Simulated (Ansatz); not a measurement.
# Sr2SO in Ansatz: convergence with k mesh

Sr2SO:

```
Sr S O
1.0
     4.04324    0.00000    0.00000
     0.00000    4.04324    0.00000
     0.00000    0.00000    5.71800
Sr S O
2 1 1
Direct
  0.50000 0.50000 0.50000
  0.00000 0.00000 0.00000
  0.00000 0.00000 0.50000
  0.50000 0.50000 0.00000
```

The cell comes from a database or a generator and needn't be the stable form of this composition.

| Quantity | Value |
| --- | --- |
| Program | Ansatz 0.2.0 |
| Task | convergence study |
| Functional | PBE0 |
| Potentials or basis | Ansatz PAW |
| Cutoff | 420 eV (not typed: the program's choice for these potentials) |
| k mesh | 2 × 2 × 2 |
| Occupations | cold, width 0.1 eV |
| Spin | no spin polarisation |

These are the settings of the first run; the series varies k mesh, with any setting tied to it.

Hardware: 2 threads of Arm Neoverse V1, on a shared host.

Task: The values tried are 2 × 2 × 2, 3 × 3 × 2, 4 × 4 × 3, 5 × 5 × 4, 6 × 6 × 4, 8 × 8 × 5, 9 × 9 × 7, 11 × 11 × 8, loosest first. From which on does the pressure stay within 0.1 GPa of the tightest run that finished?

Result: From 4 × 4 × 3 on.

| k mesh | energy less the tightest run, at zero smearing (meV/atom) | pressure (GPa) | gap on the mesh (eV) | SCF cycles | CPU time (s) | peak memory (GiB) |
| --- | --- | --- | --- | --- | --- | --- |
| 2 × 2 × 2 | 80.56 | -0.23 | 4.171 | 13 | 16 | 0.58 |
| 3 × 3 × 2 | 18.81 | -0.93 | 4.163 | 13 | 21 | 0.67 |
| 4 × 4 × 3 | 1.67 | -1.22 | 4.153 | 12 | 49 | 1.2 |
| 5 × 5 × 4 | 0.21 | -1.25 | 4.147 | 13 | 90 | 1.8 |
| 6 × 6 × 4 | 0.08 | -1.25 | 4.145 | 12 | 140 | 2.6 |
| 8 × 8 × 5 | 0.01 | -1.25 | 4.144 | 12 | 310 | 4.7 |
| 9 × 9 × 7 | 0.00 | -1.25 | 4.144 | 13 | 520 | 4 |
| 11 × 11 × 8 | 0.00 | -1.25 | 4.144 | 13 | 880 | 4.7 |

Against the tightest run, the energy stays within 1 meV/atom from 5 × 5 × 4 on; the gap on the mesh stays within 0.01 eV from 4 × 4 × 3 on. Meshes of other sizes hit other points, so gaps and Fermi surfaces needn't settle smoothly. The tightest run that finished is the yardstick and may itself not be fully converged.

Caveat, for the tightest run too: odd divisions of the mesh miss points on the zone boundary, where band edges often lie, so the gap on the mesh can be too wide; the PAW data sets come from PBE, with cores solved anew for the run's functional, which leaves a small shift of forces and pressure; the thresholds are loose for stress.
